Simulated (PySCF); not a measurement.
# Cu²⁺: excitation energy in aug-cc-pwCVTZ-DK

Each state of copper is computed at each level; their differences give the excitation energy. How far do the methods differ?

The numbers are computed with PySCF 2.14.0 (unrestricted determinants in a Gaussian basis, no spin-orbit coupling in the energies), except any that are marked as measured or tabulated.

## Step 1: What is computed

```
Element                                   : copper (Z = 29)
Basis                                     : aug-cc-pwCVTZ-DK (10s9p7d4f3g, 127 functions)
Hamiltonian                               : scalar relativity by spin-free X2C-1e
State 1                                   : Cu²⁺: [Ar] 3d8 4p1, one real determinant (an excited configuration)
Needed too, but not shown                 : Cu²⁺ [Ar] 3d9 (2D)
Methods                                   : UHF, LDA, PBE, PBE0, r2SCAN, PW91, BHandHLYP, BP86, MP2
Core shells frozen in the correlated runs : valence: [Ar]; valence and next inner shell: [Ne]; all electrons: nothing (for Cu²⁺)
```

The outer shells:

Cu2+ [Ar] 3d8 4p1
```
[Ar] core
3d [↑↓][↑↓][↑↓][↑ ][↑ ]
4p [↑ ][  ][  ]
```

One driver process ran all states and methods and kept the integrals in memory. Each run is shown as a PySCF script that sums up its settings (the driver passes frozen orbitals as a list and adds second-order terms of double hybrids); the logs are those of the runs themselves. The driver starts from symmetry-adapted Hartree-Fock orbitals, holds the occupation by maximum overlap and uses a logarithmic radial grid for functionals, so a plain start would take other cycles.

The integrals over 127 functions and the set-up took 3.3 s of CPU time.

## Step 2: Cu²⁺ [Ar] 3d8 4p1, method by method

**UHF**

Input file input.py:

```python
from pyscf import gto, scf, dft, mp, cc
import basis_set_exchange as bse
mol = gto.M(atom="Cu 0 0 0", charge=2, spin=3, symmetry="D2h",
            basis=gto.basis.parse(bse.get_basis("aug-cc-pwCVTZ-DK", elements=["Cu"], fmt="nwchem")),
            nucmod="G")
mf = scf.UHF(mol).sfx2c1e()
mf.irrep_nelec = {'Ag': (5, 3), 'B1g': (1, 1), 'B2g': (1, 1), 'B3g': (1, 1), 'B1u': (2, 2), 'B2u': (3, 2), 'B3u': (2, 2)}
mf.kernel()
```

**LDA**

Changes to input.py:

```diff
@@ -5,3 +5,3 @@
             nucmod="G")
-mf = scf.UHF(mol).sfx2c1e()
+mf = dft.UKS(mol, xc="LDA,VWN").sfx2c1e()
 mf.irrep_nelec = {'Ag': (5, 3), 'B1g': (1, 1), 'B2g': (1, 1), 'B3g': (1, 1), 'B1u': (2, 2), 'B2u': (3, 2), 'B3u': (2, 2)}
```

**PBE**

Changes to input.py:

```diff
@@ -5,3 +5,3 @@
             nucmod="G")
-mf = dft.UKS(mol, xc="LDA,VWN").sfx2c1e()
+mf = dft.UKS(mol, xc="PBE").sfx2c1e()
 mf.irrep_nelec = {'Ag': (5, 3), 'B1g': (1, 1), 'B2g': (1, 1), 'B3g': (1, 1), 'B1u': (2, 2), 'B2u': (3, 2), 'B3u': (2, 2)}
```

**PBE0**

Changes to input.py:

```diff
@@ -5,3 +5,3 @@
             nucmod="G")
-mf = dft.UKS(mol, xc="PBE").sfx2c1e()
+mf = dft.UKS(mol, xc="PBE0").sfx2c1e()
 mf.irrep_nelec = {'Ag': (5, 3), 'B1g': (1, 1), 'B2g': (1, 1), 'B3g': (1, 1), 'B1u': (2, 2), 'B2u': (3, 2), 'B3u': (2, 2)}
```

**r2SCAN**

Changes to input.py:

```diff
@@ -5,3 +5,3 @@
             nucmod="G")
-mf = dft.UKS(mol, xc="PBE0").sfx2c1e()
+mf = dft.UKS(mol, xc="R2SCAN").sfx2c1e()
 mf.irrep_nelec = {'Ag': (5, 3), 'B1g': (1, 1), 'B2g': (1, 1), 'B3g': (1, 1), 'B1u': (2, 2), 'B2u': (3, 2), 'B3u': (2, 2)}
```

**PW91**

Changes to input.py:

```diff
@@ -5,3 +5,3 @@
             nucmod="G")
-mf = dft.UKS(mol, xc="R2SCAN").sfx2c1e()
+mf = dft.UKS(mol, xc="PW91,PW91").sfx2c1e()
 mf.irrep_nelec = {'Ag': (5, 3), 'B1g': (1, 1), 'B2g': (1, 1), 'B3g': (1, 1), 'B1u': (2, 2), 'B2u': (3, 2), 'B3u': (2, 2)}
```

**BHandHLYP**

Changes to input.py:

```diff
@@ -5,3 +5,3 @@
             nucmod="G")
-mf = dft.UKS(mol, xc="PW91,PW91").sfx2c1e()
+mf = dft.UKS(mol, xc="BHANDHLYP").sfx2c1e()
 mf.irrep_nelec = {'Ag': (5, 3), 'B1g': (1, 1), 'B2g': (1, 1), 'B3g': (1, 1), 'B1u': (2, 2), 'B2u': (3, 2), 'B3u': (2, 2)}
```

**BP86**

Changes to input.py:

```diff
@@ -5,3 +5,3 @@
             nucmod="G")
-mf = dft.UKS(mol, xc="BHANDHLYP").sfx2c1e()
+mf = dft.UKS(mol, xc="B88,P86").sfx2c1e()
 mf.irrep_nelec = {'Ag': (5, 3), 'B1g': (1, 1), 'B2g': (1, 1), 'B3g': (1, 1), 'B1u': (2, 2), 'B2u': (3, 2), 'B3u': (2, 2)}
```

**MP2 (valence)**

Changes to input.py:

```diff
@@ -5,4 +5,5 @@
             nucmod="G")
-mf = dft.UKS(mol, xc="B88,P86").sfx2c1e()
+mf = scf.UHF(mol).sfx2c1e()
 mf.irrep_nelec = {'Ag': (5, 3), 'B1g': (1, 1), 'B2g': (1, 1), 'B3g': (1, 1), 'B1u': (2, 2), 'B2u': (3, 2), 'B3u': (2, 2)}
 mf.kernel()
+mp.UMP2(mf, frozen=9).kernel()
```

## Step 3: Cu²⁺ [Ar] 3d8 4p1, continued

**MP2 (valence and next inner shell)**

Edit input.py of step 2 so:

```diff
@@ -8,2 +8,2 @@
 mf.kernel()
-mp.UMP2(mf, frozen=9).kernel()
+mp.UMP2(mf, frozen=5).kernel()
```

**MP2 (all electrons)**

Changes to input.py:

```diff
@@ -8,2 +8,2 @@
 mf.kernel()
-mp.UMP2(mf, frozen=5).kernel()
+mp.UMP2(mf, frozen=0).kernel()
```

Before running it: what results should come out?

**Answer**, as computed:

```
                              quantity                                      value
excitation energy, Cu²⁺ → [Ar] 3d8 4p1  UHF 12.958, MP2 (all electrons) 15.765 eV
```

**Reading.** The methods span 2.807 eV, from UHF (12.958) to MP2 (all electrons) (15.765). No reference value is at hand in this session. All values hold for this basis alone; no basis-set limit was taken.
